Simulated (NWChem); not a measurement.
# One shape, several levels: SiNH4Se (SMILES N[SiH2][Se])

Wanted: a comparison of 4 runs (UHF/STO-3G, UHF/3-21G, UB3LYP/6-31G*) of SiNH4Se. 

The calculation is run with NWChem 7.3.0.

## 1. The structure to begin with

SiNH4Se has 7 atoms, charge 0, and is taken as a doublet. SMILES: `N[SiH2][Se]`. The shape comes from GFN2-xTB, which is rough for such elements, and wasn't checked as a minimum. This is one conformer, not always the lowest.

Bond lengths: N1–Si2 1.719 Å, Si2–Se3 2.298 Å, N1–H4 1.008 Å, N1–H5 1.008 Å, Si2–H6 1.454 Å, Si2–H7 1.454 Å. Angles: N1–Si2–Se3 113.5°, N1–Si2–H6 106.8°, N1–Si2–H7 106.8°, Se3–Si2–H6 106.6°, Se3–Si2–H7 106.8°, Si2–N1–H4 119.0°, Si2–N1–H5 118.9°, H6–Si2–H7 116.6°, H4–N1–H5 109.5°.

## 2. Energy and gradient at UHF/STO-3G (run 1)

File h4nsesi.nw:

```
start h4nsesi
memory total 2200 mb

geometry noautosym nocenter noautoz
N     -0.982620    -0.441210    -0.281070
Si     0.543540     0.001620     0.373420
Se     1.473090     1.843010    -0.638730
H     -1.022220    -0.819480    -1.214680
H     -1.772770     0.166820    -0.130310
H      0.315380     0.361290     1.763940
H      1.445600    -1.112040     0.127430
end

basis spherical bse
* library STO-3G
end

scf
doublet
uhf
thresh 1e-08
maxiter 80
print medium
end

task scf gradient
```

Launch:

```bash
$ nwchem h4nsesi.nw > h4nsesi.out
```

Log:

```text
[...]
  functions       =    36
[...]
  wavefunction    = UHF
[...]
         Total SCF energy =  -2715.255289979668
      One electron energy =  -4253.322916483226
      Two electron energy =   1311.494559921085
 Nuclear repulsion energy =    226.573066582473
                       Sz =      0.5000
                 Sz(Sz+1) =      0.7500
                      S^2 =      0.7534
[...]
                         UHF ENERGY GRADIENTS
    atom               coordinates                        gradient
                 x          y          z           x          y          z
   1 N      -1.856883  -0.833766  -0.531145   -0.005093   0.007417  -0.010553
   2 Si      1.027142   0.003061   0.705661   -0.006877  -0.005572  -0.000005
   3 Se      2.783736   3.482784  -1.207025    0.002291   0.007345  -0.004950
   4 H      -1.931716  -1.548593  -2.295412    0.000115   0.002280   0.010047
   5 H      -3.350050   0.315244  -0.246250    0.007158  -0.006996  -0.000365
   6 H       0.595982   0.682739   3.333363   -0.006608   0.007926   0.014204
   7 H       2.731788  -2.101451   0.240808    0.009013  -0.012401  -0.008377
[...]
```

Wall time 37 s (1 thread of Intel Xeon Platinum 8259CL at 2.50GHz (Skylake/Cascade Lake), shared host); peak memory 0.1 GiB.

## 3. Energy and forces at UHF/3-21G (run 2)

File a.nw:

```
echo
start a
title "H4NSeSi gradient"
memory total 2200 mb
charge 0

geometry units angstroms noautosym nocenter noautoz
 N       -0.982620      -0.441210      -0.281070
 Si       0.543540       0.001620       0.373420
 Se       1.473090       1.843010      -0.638730
 H       -1.022220      -0.819480      -1.214680
 H       -1.772770       0.166820      -0.130310
 H        0.315380       0.361290       1.763940
 H        1.445600      -1.112040       0.127430
end

basis spherical bse
 * library 3-21G
end

scf
 doublet
 uhf
 thresh 1e-08
 maxiter 80
end

task scf gradient
```

Launch:

```bash
$ nwchem a.nw > a.out
```

Log:

```text
[...]
  functions       =    52
[...]
  wavefunction    = UHF
[...]
         Total SCF energy =  -2732.366416923520
      One electron energy =  -4259.058944264776
      Two electron energy =   1300.119460758783
 Nuclear repulsion energy =    226.573066582473
                       Sz =      0.5000
                 Sz(Sz+1) =      0.7500
                      S^2 =      0.7532
[...]
                         UHF ENERGY GRADIENTS
    atom               coordinates                        gradient
                 x          y          z           x          y          z
   1 N      -1.856883  -0.833766  -0.531145    0.017817  -0.005426   0.017158
   2 Si      1.027142   0.003061   0.705661    0.007198   0.010265  -0.004485
   3 Se      2.783736   3.482784  -1.207025   -0.014632  -0.021447   0.009194
   4 H      -1.931716  -1.548593  -2.295412    0.000910   0.005018  -0.004861
   5 H      -3.350050   0.315244  -0.246250    0.000219   0.005904  -0.004033
   6 H       0.595982   0.682739   3.333363   -0.002829  -0.001035  -0.010778
   7 H       2.731788  -2.101451   0.240808   -0.008683   0.006720  -0.002194
[...]
```

Wall time 12 s (1 thread of Intel Xeon Platinum 8259CL at 2.50GHz (Skylake/Cascade Lake), shared host); peak memory 0.099 GiB.

Run 3 isn't shown in full; the table further down has it.

## 4. Energy and gradient at UB3LYP/6-31G(d) (Cartesian functions) (run 4)

File h4nsesi.nw:

```
START h4nsesi
memory 2200 mb
GEOMETRY units bohr noautosym nocenter noautoz
  N     -1.85688268    -0.83376606    -0.53114532
  Si     1.02714174     0.00306136     0.70566153
  Se     2.78373666     3.48278414    -1.20702477
  H     -1.93171584    -1.54859276    -2.29541253
  H     -3.35004978     0.31524411    -0.24625021
  H      0.59598183     0.68273915     3.33336350
  H      2.73178809    -2.10145104     0.24080780
END
BASIS cartesian
  * library 6-31G*
END
DFT
  xc b3lyp
  mult 2
  grid xfine
  convergence energy 1e-08
  maxiter 100
  mulliken
END
TASK dft gradient
```

Launch:

```bash
$ nwchem h4nsesi.nw > h4nsesi.out
```

Log:

```text
[...]
          Wavefunction type:  spin polarized.
          No. of atoms     :     7
          No. of electrons :    59
[...]
          Charge           :     0
          Spin multiplicity:     2
[...]
          AO basis - number of functions:    77
[...]
              XC Information
              --------------
                         B3LYP Method XC Potential
                     Hartree-Fock (Exact) Exchange  0.200
                        Slater Exchange Functional  0.800 local
                    Becke 1988 Exchange Functional  0.720 non-local
              Lee-Yang-Parr Correlation Functional  0.810
                  VWN I RPA Correlation Functional  0.190 local
[...]
 d= 0,ls=0.0,diis     1  -2747.9095372594 -2.97D+03  6.60D-03  3.83D-01     6.2
[...]
 d= 0,ls=0.0,diis    10  -2747.9638487762 -9.17D-09  1.02D-06  4.03D-09    53.8
[...]
         Total DFT energy =    -2747.963848776175
      One electron energy =    -4272.766496173134
           Coulomb energy =     1414.761441288405
    Exchange-Corr. energy =     -116.531844357143
 Nuclear repulsion energy =      226.573050465697
[...]
      Total Density - Mulliken Population Analysis
     ---------------------------------------------
    Atom       Charge   Shell Charges
 -----------   ------   -------------------------------------------------------
    1 N    7     7.83   1.99  0.77  2.55  0.83  1.67  0.03
    2 Si  14    13.51   2.00  1.99  5.96  1.03  1.82  0.18  0.34  0.19
    3 Se  34    34.22   2.00  1.99  6.00  1.93  5.98  1.60  3.09  0.39  1.16  6.99  2.96  0.14
    4 H    1     0.67   0.50  0.17
    5 H    1     0.67   0.50  0.17
    6 H    1     1.05   0.52  0.53
    7 H    1     1.05   0.52  0.53
[...]
      <S2> =      0.7521 (Exact =     0.7500)
[...]
  wavefunction    = open shell
                         DFT ENERGY GRADIENTS
    atom               coordinates                        gradient
                 x          y          z           x          y          z
   1 N      -1.856883  -0.833766  -0.531145    0.003716   0.006808  -0.003741
   2 Si      1.027142   0.003061   0.705662    0.009529  -0.008228   0.013786
   3 Se      2.783737   3.482784  -1.207025   -0.006747  -0.004521  -0.000563
   4 H      -1.931716  -1.548593  -2.295413   -0.000445   0.002601   0.004721
   5 H      -3.350050   0.315244  -0.246250    0.003855  -0.003074  -0.001674
   6 H       0.595982   0.682739   3.333364   -0.001233  -0.001681  -0.011679
   7 H       2.731788  -2.101451   0.240808   -0.008675   0.008096  -0.000849
[...]
```

It took 70 s on 1 thread of Intel Xeon Platinum 8259CL at 2.50GHz (Skylake/Cascade Lake), shared host; peak memory 0.14 GiB.

## 5. The series

| run | level | iteration cap | module | energy (Eh) | dipole moment (D) | HOMO energy (eV) | LUMO energy (eV) | wall time |
| --- | --- | --- | --- | --- | --- | --- | --- | --- |
| 1 | UHF/STO-3G | 80 | scf | -2715.255290 | 1.38 | -6.28 | 4.16 | 37 s |
| 2 | UHF/3-21G | 80 | scf | -2732.366417 | 1.68 | -8.93 | 0.03 | 12 s |
| 3 | UB3LYP/6-31G* (spherical functions) | 100 | dft | -2747.953293 | 1.73 | -6.22 | -4.50 | 71 s |
| 4 | UB3LYP/6-31G* (Cartesian functions) | 100 | dft | -2747.963849 | 1.72 | -6.23 | -4.50 | 70 s |

## 6. Outcome

| quantity | value |
| --- | --- |
| run 4: total energy | -2747.96385 Eh |
| run 4: dipole moment | 1.72 D |
| run 4: HOMO energy (highest over α and β) | -6.23 eV |
| run 4: LUMO energy (lowest over α and β) | -4.50 eV |
| run 4: ⟨S²⟩ | 0.752 |
| run 4: largest force on an atom | 0.960 eV/Å |

In words: The dipole moment (its size) runs from 1.38 D (UHF/STO-3G) to 1.73 D (UB3LYP/6-31G*). The two ends differ in method and basis. In run 1 the basis is minimal, so the values are rough. All runs together took 3.2 min, the longest 71 s.
